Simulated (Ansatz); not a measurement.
# C3H5F2Ga: how energies converge with the basis set

One table from this session's results is given with a row withheld; the runs are named, their logs left out.

Computed with Ansatz 0.2.0, Gaussian basis. Level: one geometry, several basis sets.

The runs, in order: PBE0-D4/def2-SVP; ωB97M-V/def2-SVP; PBE0-D4/def2-QZVPP; ωB97M-V/def2-QZVPP; the functionals' def2-TZVPP values are taken from earlier runs.

## The relaxed structure

The geometry comes from an earlier relaxation with PBE0-D4 in a triple-zeta def2 set; it is a stationary point, not always the lowest conformer.

SMILES `C=C[CH2][Ga]([F])[F]`, 11 atoms, charge 0, spin multiplicity 1.

Atoms are counted from 1 here; the program's logs count them from 0.

Bond lengths: C1–C2 1.325 Å, C1–H7 1.084 Å, C1–H8 1.087 Å, C2–C3 1.494 Å, C2–H9 1.089 Å, C3–Ga4 1.949 Å, C3–H10 1.097 Å, C3–H11 1.097 Å, Ga4–F5 1.749 Å, Ga4–F6 1.748 Å. Angles: C2–C1–H7 120.7°, C2–C1–H8 122.4°, H7–C1–H8 116.8°, C1–C2–C3 126.9°, C1–C2–H9 118.4°, C3–C2–H9 114.6°, C2–C3–Ga4 117.0°, C2–C3–H10 111.0°, C2–C3–H11 111.0°, Ga4–C3–H10 106.2°, Ga4–C3–H11 106.2°, H10–C3–H11 104.6°, C3–Ga4–F5 128.2°, C3–Ga4–F6 121.7°, F5–Ga4–F6 110.1°.

The first run:

Contents of in.yaml:

```yaml
crystal:
  periodic: [false, false, false]
  atoms:
    - {symbol: C, position_ang: [-0.336877, -0.478981, -1.607223]}
    - {symbol: C, position_ang: [-0.277764, -1.097751, -0.436718]}
    - {symbol: C, position_ang: [0.049353, -0.486032, 0.886435]}
    - {symbol: Ga, position_ang: [0.428539, 1.425209, 0.908702]}
    - {symbol: F, position_ang: [0.440459, 2.541402, -0.437218]}
    - {symbol: F, position_ang: [0.820189, 2.266818, 2.390300]}
    - {symbol: H, position_ang: [-0.585242, -1.024336, -2.510068]}
    - {symbol: H, position_ang: [-0.142525, 0.584625, -1.714316]}
    - {symbol: H, position_ang: [-0.485001, -2.166814, -0.404166]}
    - {symbol: H, position_ang: [0.918722, -0.976049, 1.340852]}
    - {symbol: H, position_ang: [-0.764354, -0.645089, 1.604018]}
basis:
  gaussian: {orbitals: def2-SVP}
hamiltonian: {xc: pbe0, dispersion: d4}
output: {orbitals: {seedname: orbitals}}
```

On the command line:

```sh
$ ansatz run in.yaml --threads 4 --pin off --events-out ev --progress --plain --max-ram 11315MiB
```

Steps of the session up to this table: PBE0-D4 in def2-SVP; ωB97M-V in def2-SVP; PBE0-D4 in def2-QZVPP; ωB97M-V in def2-QZVPP.

One of the session's tables, all rows but one given; the rest of the session is left out.

It belongs to the step «Density functionals: the series». 

```
functional       basis  HOMO (eV)
   PBE0-D4    def2-SVP          ?
   PBE0-D4  def2-TZVPP      -8.00
   PBE0-D4  def2-QZVPP      -8.02
   ωB97M-V    def2-SVP     -10.17
   ωB97M-V  def2-TZVPP     -10.26
   ωB97M-V  def2-QZVPP     -10.28
```

**Question.** Estimate the row for PBE0-D4, def2-SVP.

**Answer.** HOMO (eV): -7.92. In the column «HOMO (eV)» it is the highest.
